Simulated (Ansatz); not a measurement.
**C7H17P: up Jacob's ladder to CCSD(T)**

An exercise on one series of results from a longer session: the logs are not shown, and one member is left open.

Computed with Ansatz 0.2.0, Gaussian basis. Level: functionals in def2-TZVPP, the program's frozen cores in correlated methods.

Plan: LDA (SPW92), PBE-D4, revPBE-D4, BLYP-D4, r2SCAN-D4, B97M-V, PBE0-D4, B3LYP-D4, r2SCANh-D4, r2SCAN0-D4, HSE06-D4, BHLYP-D4, CAM-B3LYP-D4, LC-ωPBE, ωB97X-V, ωB97M-V, B2PLYP, PBE-QIDH; CCSD(T)/def2-SVP; CCSD(T)/def2-TZVPP; MP2/def2-QZVPP; extrapolation to the limit; RPA on PBE.

## The relaxed structure

The geometry comes from an earlier relaxation with PBE0-D4 in a triple-zeta def2 set; it is a stationary point, not always the lowest conformer.

25 atoms, charge 0, spin multiplicity 1.

Atoms are counted from 1 here; the program's logs count them from 0.

Bond lengths: C1–C2 1.522 Å, C1–H9 1.092 Å, C1–H10 1.093 Å, C1–H11 1.093 Å, C2–P3 1.848 Å, C2–H12 1.096 Å, C2–H13 1.095 Å, P3–C4 1.854 Å, P3–C6 1.864 Å, C4–C5 1.523 Å, C4–H14 1.095 Å, C4–H15 1.095 Å, C5–H16 1.093 Å, C5–H17 1.092 Å, C5–H18 1.092 Å, C6–C7 1.521 Å, C6–C8 1.524 Å, C6–H19 1.098 Å and more. Angles: C2–C1–H9 111.5°, C2–C1–H10 111.3°, C2–C1–H11 111.0°, H9–C1–H10 107.6°, H9–C1–H11 107.3°, H10–C1–H11 108.0°, C1–C2–P3 113.2°, C1–C2–H12 109.7°, C1–C2–H13 110.1°, P3–C2–H12 105.9°, P3–C2–H13 110.7°, H12–C2–H13 107.0°, C2–P3–C4 101.7°, C2–P3–C6 100.5°, C4–P3–C6 101.7°, P3–C4–C5 113.0°, P3–C4–H14 106.7°, P3–C4–H15 110.3° and more.

Set-up of the first run:

Contents of in.yaml:

```yaml
crystal:
  periodic: [false, false, false]
  atoms:
    - {symbol: C, position_ang: [1.425812, 2.438223, 0.787546]}
    - {symbol: C, position_ang: [1.082204, 0.988987, 1.099177]}
    - {symbol: P, position_ang: [-0.551909, 0.464819, 0.412541]}
    - {symbol: C, position_ang: [-0.161415, 0.283059, -1.390408]}
    - {symbol: C, position_ang: [-0.547006, 1.507353, -2.209347]}
    - {symbol: C, position_ang: [-0.598658, -1.313527, 0.969643]}
    - {symbol: C, position_ang: [0.547546, -2.199751, 0.505570]}
    - {symbol: C, position_ang: [-1.946353, -1.921179, 0.599772]}
    - {symbol: H, position_ang: [1.599028, 2.587177, -0.280473]}
    - {symbol: H, position_ang: [0.618908, 3.110645, 1.088806]}
    - {symbol: H, position_ang: [2.335074, 2.746618, 1.309699]}
    - {symbol: H, position_ang: [1.010390, 0.850680, 2.183556]}
    - {symbol: H, position_ang: [1.880433, 0.328615, 0.745163]}
    - {symbol: H, position_ang: [-0.728594, -0.582155, -1.748650]}
    - {symbol: H, position_ang: [0.897666, 0.039740, -1.526437]}
    - {symbol: H, position_ang: [-0.339176, 1.352234, -3.271506]}
    - {symbol: H, position_ang: [-0.000257, 2.397751, -1.892494]}
    - {symbol: H, position_ang: [-1.611263, 1.727585, -2.100916]}
    - {symbol: H, position_ang: [-0.556229, -1.232371, 2.063627]}
    - {symbol: H, position_ang: [0.452538, -3.202172, 0.935164]}
    - {symbol: H, position_ang: [0.545690, -2.312825, -0.581701]}
    - {symbol: H, position_ang: [1.522810, -1.808728, 0.800836]}
    - {symbol: H, position_ang: [-2.774802, -1.315464, 0.972801]}
    - {symbol: H, position_ang: [-2.043279, -2.929338, 1.013475]}
    - {symbol: H, position_ang: [-2.059147, -2.005936, -0.485466]}
basis:
  gaussian: {orbitals: def2-TZVPP}
hamiltonian: {xc: lda}
output: {orbitals: {seedname: orbitals}}
```

On the command line:

```
$ ansatz run in.yaml --threads 4 --pin off --events-out ev --progress --plain --max-ram 46080MiB --backend cuda --devices 0, --max-vram 37GiB
```

Among the steps run: LDA; PBE-D4 (GGA); revPBE-D4 (GGA); BLYP-D4 (GGA); r2SCAN-D4 (meta-GGA); B97M-V (meta-GGA); PBE0-D4 (hybrid); B3LYP-D4 (hybrid); r2SCANh-D4 (hybrid); r2SCAN0-D4 (hybrid); HSE06-D4 (hybrid); BHLYP-D4 (hybrid); CAM-B3LYP-D4 (range-separated); LC-ωPBE (range-separated); ωB97X-V (range-separated); ωB97M-V (range-separated); B2PLYP (double hybrid); PBE-QIDH (double hybrid).

One table of the session follows, with a row left open; its other results are not shown here.

It belongs to the step «Orbital energies across the functionals». 

| functional | HOMO (eV) | LUMO (eV) | gap (eV) |
| --- | --- | --- | --- |
| LDA (SPW92) | -5.16 | -0.02 | 5.14 |
| PBE-D4 | -5.05 | 0.19 | 5.23 |
| revPBE-D4 | -4.99 | 0.30 | 5.29 |
| BLYP-D4 | -4.93 | 0.24 | 5.16 |
| r2SCAN-D4 | -5.23 | 0.63 | 5.86 |
| B97M-V | -5.36 | 0.29 | 5.65 |
| PBE0-D4 | -6.13 | 1.01 | 7.15 |
| B3LYP-D4 | ? | ? | ? |
| r2SCANh-D4 | -5.64 | 0.92 | 6.57 |
| r2SCAN0-D4 | -6.26 | 1.33 | 7.60 |
| HSE06-D4 | -5.74 | 0.64 | 6.38 |
| BHLYP-D4 | -7.15 | 1.69 | 8.84 |
| CAM-B3LYP-D4 | -7.45 | 1.84 | 9.29 |
| LC-ωPBE | -8.74 | 3.12 | 11.86 |
| ωB97X-V | -8.44 | 2.88 | 11.32 |
| ωB97M-V | -8.32 | 2.51 | 10.82 |

Q: Estimate the row for B3LYP-D4 from the others.

Worked estimate for «HOMO (eV)». Against the share of exact exchange, BLYP-D4 (0, -4.93), BHLYP-D4 (0.5, -7.15) give a slope of -4.44 per unit share; at 0.2 the line stands at -5.82.

As computed: HOMO (eV): -5.96; LUMO (eV): 0.72; gap (eV): 6.68. In «HOMO (eV)» the line misses by +0.14.
